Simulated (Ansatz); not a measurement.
# FePt: the cost of one run

Method: DFT LDA, scalar-relativistic, plane waves, PAW, in Ansatz 0.2.0.

## 1. The starting structure

The structure is tetragonal, space group P4/mmm (No. 123). The conventional cell has a = 2.727 Å, b = 2.727 Å, c = 3.735 Å, α = 90.00°, β = 90.00°, γ = 90.00°. Around Fe (site symmetry 4/mmm) lie 8 Pt at 2.68 Å and 4 Fe at 2.73 Å. Around Pt (site symmetry 4/mmm) lie 8 Fe at 2.68 Å and 4 Pt at 2.73 Å.

As a file:

```cif
data_structure
_symmetry_space_group_name_H-M 'P4/mmm'
_symmetry_Int_Tables_number 123
_cell_length_a 2.7273
_cell_length_b 2.7273
_cell_length_c 3.7350
_cell_angle_alpha 90.000
_cell_angle_beta 90.000
_cell_angle_gamma 90.000
_cell_volume 27.78
loop_
_atom_site_label
_atom_site_type_symbol
_atom_site_symmetry_multiplicity
_atom_site_Wyckoff_symbol
_atom_site_fract_x
_atom_site_fract_y
_atom_site_fract_z
_atom_site_occupancy
Fe1 Fe 1 a 0.00000 0.00000 0.00000 1
Pt1 Pt 1 d 0.50000 0.50000 0.50000 1
```

## 2. Relaxing cell and atoms: FePt, moments ++

The input, input.yaml:

```yaml
crystal:
  lattice:
    - [2.727310855, 0.0, 0.0]
    - [0.0, 2.727310855, 0.0]
    - [0.0, 0.0, 3.735]
  atoms:
    - { symbol: Fe, position: [0.0, 0.0, 0.0], spin: 3.0 }
    - { symbol: Pt, position: [0.5, 0.5, 0.5], spin: 0.4 }
magnetization:
  spin_polarized: true
scf:
  occupations: { method: gaussian, width: 0.05 }
output:
  forces: true
  stress: true
  eigenvalues: true
  populations: true
hamiltonian:
  xc: lda
kpoints:
  mp_grid: { grid: [16, 16, 12] }
relax:
  f_tol: 0.005
  max_steps: 40
  cell: { stress_tol: 0.05 }
```

Run with:

```sh
> ansatz run input.yaml --threads 4 --pin off --max-ram 8192MiB --backend cpu --events-out ev --progress --plain --runs-dir out
```

Q: Estimate wall time and peak memory on 4 threads of Intel Xeon 6975P-C (Granite Rapids), shared host.

About 41 s, with a peak of 0.74 GiB.
